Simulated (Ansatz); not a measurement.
Sr2SO under changes of volume

One of the cells (23.369 Å³/atom); the others are scaled copies at fixed shape and fractional positions:

```
Sr S O
1.0
     4.04324    0.00000    0.00000
     0.00000    4.04324    0.00000
     0.00000    0.00000    5.71800
Sr S O
2 1 1
Direct
  0.50000 0.50000 0.50000
  0.00000 0.00000 0.00000
  0.00000 0.00000 0.50000
  0.50000 0.50000 0.00000
```

The cell comes from a database or a generator and needn't be the stable form of this composition.

| Item | Value |
| --- | --- |
| Program | Ansatz 0.2.0 |
| Functional | PBE |
| Potentials or basis | Ansatz PAW |
| Cutoff | 420 eV (not typed: the program's choice for these potentials) |
| k mesh | 7 × 7 × 5 |
| Occupations | fermi-dirac, width 0.05 eV |
| Spin | no spin polarisation |

```tsv
volume (Å³/atom)	energy over the lowest point (meV/atom)	pressure (GPa)	gap on the mesh (eV)
21.967	?	?	?
22.434	5.96	2.3	2.18
22.902	1.11	1.0	2.20
23.369	0.00	-0.2	2.21
23.837	2.21	-1.3	2.23
24.304	7.46	-2.3	2.24
24.771	15.39	-3.2	2.25
```

**Question.** What does the run at 21.967 Å³/atom give?

**Answer.** Energy over the lowest point 14.94 meV/atom; pressure 3.8 GPa; gap on the mesh 2.16 eV.

Worked out: A Birch-Murnaghan fit of order 3 (a polynomial in V^(-2/3)) to the other rows has its minimum at 23.28 Å³/atom with B0 = V·E''(V) = 58 GPa and B' = 4.3 at fixed shape and positions, which overstates the stiffness. It gives 14.93 meV/atom at 21.967 Å³/atom, against the run's 14.94, and -dE/dV = 3.8 GPa, against 3.8. A straight line through the other rows of the gap, of slope 0.707 eV per unit of ln V (its deformation potential), extrapolates to 2.17 eV, against the run's 2.16.

Energies are extrapolated to zero smearing.

Caveats: odd divisions of the mesh miss points on the zone boundary, where band edges often lie, so the gap on the mesh can be too wide.

A mesh can miss the band edges. Spin-orbit coupling on Sr is left out.
